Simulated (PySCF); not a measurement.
# C2H7F3OSi2: the cost of one run

The runs use PySCF 2.14.0, with density-fitted response routines of our own; the level of theory stands in each step. All values are computed, except where a source is named. Atoms are numbered from 0 throughout.

## (1) The starting structure

15 atoms, charge 0, multiplicity 1; geometry from: GFN2-xTB.

Bonds of the start (Å): O0–Si1 1.62, Si1–C2 1.88, C2–Si3 1.91, Si1–C4 1.95, C4–F5 1.36, C4–F6 1.35, C4–F7 1.35, O0–H8 0.96, Si1–H9 1.46, C2–H10 1.09, C2–H11 1.09, Si3–H12 1.46, Si3–H13 1.47, Si3–H14 1.46.

## (2) Excited states and response: PBE0/def2-SVPD

The job: settings as JSON, then the geometry in Å.

```
{"job": {"kind": "uv", "xc": "PBE0", "basis": "def2-SVPD", "nstates": 8, "ntriplets": 3}, "charge": 0, "multiplicity": 1}
O     -1.682997    -0.579149    -1.792452
Si    -0.753696     0.254311    -0.762750
C      0.944241    -0.549245    -0.685642
Si     2.198484     0.319683     0.463365
C     -1.572750     0.047283     0.997946
F     -2.927149     0.088822     0.918386
F     -1.281742    -1.127566     1.594995
F     -1.229763     1.006044     1.880985
H     -2.638478    -0.566331    -1.784383
H     -0.814490     1.692082    -1.010295
H      1.354723    -0.591955    -1.693003
H      0.832941    -1.584117    -0.358210
H      1.692144     0.356782     1.832127
H      3.452671    -0.437455     0.412409
H      2.421448     1.678800    -0.035390
```

With the program's defaults for keys left out, this is: TDDFT PBE0/def2-SVPD, vertical, gas phase, core orbitals frozen in the response.

Command:

```sh
$ OMP_NUM_THREADS=1 python probes_run.py task.json out
```

The driver reads the jobs from task.json and runs them one after another.

Q: Estimate the wall time and peak memory of this job on 1 thread of Arm Neoverse N1, shared host.

About 100 s, with a peak of 0.94 GiB.
